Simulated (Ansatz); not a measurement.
# C2H9ClOSi2: the cost of one run

Method: RKS B3LYP/def2-SVP, in Ansatz 0.2.0.

1 further run of the same task is left out (it didn't finish).

### Step 1. The system as given

Bond lengths: C1–C2 1.541 Å, C2–O3 1.449 Å, O3–Si4 1.700 Å, Si4–Si5 2.361 Å, Si5–Cl6 2.076 Å, C1–H7 1.110 Å, C1–H8 1.073 Å, C1–H9 1.018 Å, C2–H10 1.121 Å, C2–H11 1.076 Å, Si4–H12 1.473 Å, Si4–H13 1.441 Å, Si5–H14 1.528 Å, Si5–H15 1.475 Å. Angles (14 of 25 angles, heavy atoms first): C1–C2–O3 110.0°, C2–O3–Si4 114.3°, O3–Si4–Si5 106.8°, Si4–Si5–Cl6 109.9°, C1–C2–H10 107.5°, C1–C2–H11 109.1°, O3–C2–H10 110.8°, O3–C2–H11 110.2°, C2–C1–H7 106.5°, C2–C1–H8 107.3°, C2–C1–H9 112.2°, O3–Si4–H12 109.7°, O3–Si4–H13 109.4°, Si5–Si4–H12 110.2°.

Structure file:

```xyz
15

C     0.5750   -2.7366   -0.2045
C     1.0392   -1.2695   -0.1299
O    -0.1094   -0.3907   -0.0432
Si    0.2791    1.2600    0.0776
Si   -1.7644    2.4356    0.2137
Cl   -1.3968    4.4734    0.3651
H    -0.0998   -2.8102   -1.0830
H    -0.0318   -2.9232    0.6608
H     1.3583   -3.3851   -0.2525
H     1.6879   -1.1668    0.7782
H     1.6184   -1.0378   -1.0071
H     1.0819    1.4941    1.2898
H     0.9371    1.6868   -1.1316
H    -2.5718    2.0852    1.4631
H    -2.6248    2.2343   -0.9674
```

### Step 2. End point A

input.yaml reads:

```yaml
crystal:
  periodic: [false, false, false]
  atoms:
    - { symbol: C, position_ang: [0.575, -2.7366, -0.2045] }
    - { symbol: C, position_ang: [1.0392, -1.2695, -0.1299] }
    - { symbol: O, position_ang: [-0.1094, -0.3907, -0.0432] }
    - { symbol: Si, position_ang: [0.2791, 1.26, 0.0776] }
    - { symbol: Si, position_ang: [-1.7644, 2.4356, 0.2137] }
    - { symbol: Cl, position_ang: [-1.3968, 4.4734, 0.3651] }
    - { symbol: H, position_ang: [-0.0998, -2.8102, -1.083] }
    - { symbol: H, position_ang: [-0.0318, -2.9232, 0.6608] }
    - { symbol: H, position_ang: [1.3583, -3.3851, -0.2525] }
    - { symbol: H, position_ang: [1.6879, -1.1668, 0.7782] }
    - { symbol: H, position_ang: [1.6184, -1.0378, -1.0071] }
    - { symbol: H, position_ang: [1.0819, 1.4941, 1.2898] }
    - { symbol: H, position_ang: [0.9371, 1.6868, -1.1316] }
    - { symbol: H, position_ang: [-2.5718, 2.0852, 1.4631] }
    - { symbol: H, position_ang: [-2.6248, 2.2343, -0.9674] }
basis:
  gaussian: { orbitals: def2-SVP }
hamiltonian:
  xc: b3lyp
relax:
  f_tol: 0.015
  max_steps: 40
```

Launch:

```bash
> ansatz run input.yaml --threads 2 --pin off --max-ram 3072MiB --backend cpu --events-out ev --progress --plain --runs-dir out
```

**Question.** How long does this run take on 2 threads of Arm Neoverse V2, shared host, and how much memory does it need?

About 41 s, with a peak of 0.38 GiB.
